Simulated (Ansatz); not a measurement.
# F4Fe: the cost of one run

Method: the levels named in each step, in Ansatz 0.2.0.

**1. The system as given**

Bond lengths: F1–Fe2 1.710 Å, Fe2–F3 1.710 Å, Fe2–F4 1.709 Å, Fe2–F5 1.710 Å. Angles: F1–Fe2–F3 109.5°, F1–Fe2–F4 109.5°, F1–Fe2–F5 109.4°, F3–Fe2–F4 109.5°, F3–Fe2–F5 109.4°, F4–Fe2–F5 109.5°.

Coordinates:

```xyz
5

F     0.1095   -0.7016    1.5551
Fe   -0.0001   -0.0004   -0.0006
F    -1.1407    1.2731    0.0249
F    -0.4962   -1.1866   -1.1262
F     1.5288    0.6143   -0.4560
```

**2. A rough first relaxation, PBE-D4/def2-SVP**

This run stands in another session on the same molecule. It ended at:

```xyz
5

F     0.1079   -0.6949    1.5416
Fe    0.0002   -0.0002   -0.0006
F    -1.1307    1.2617    0.0255
F    -0.4918   -1.1767   -1.1169
F     1.5158    0.6090   -0.4524
```

**3. Relaxation, r2SCAN-D4/def2-TZVPP**

input.yaml

```yaml
crystal:
  periodic: [false, false, false]
  atoms:
    - { symbol: F, position_ang: [0.10791336, -0.69494115, 1.54155509] }
    - { symbol: Fe, position_ang: [0.00019239, -0.00024946, -0.00055114] }
    - { symbol: F, position_ang: [-1.13074376, 1.26173485, 0.02550464] }
    - { symbol: F, position_ang: [-0.49179163, -1.17668162, -1.11694109] }
    - { symbol: F, position_ang: [1.51578964, 0.60897739, -0.4523775] }
basis:
  gaussian: { orbitals: def2-TZVPP }
hamiltonian:
  xc: r2scan
  dispersion: d4
relax:
  f_tol: 0.002
  max_steps: 150
```

Run with:

```console
ansatz run input.yaml --threads 4 --pin off --max-ram 10240MiB --backend cpu --events-out ev --progress --plain --runs-dir out
```

What time and memory should one allow on 4 threads of Arm Neoverse V2, shared host?

About 18 s, with a peak of 0.4 GiB.
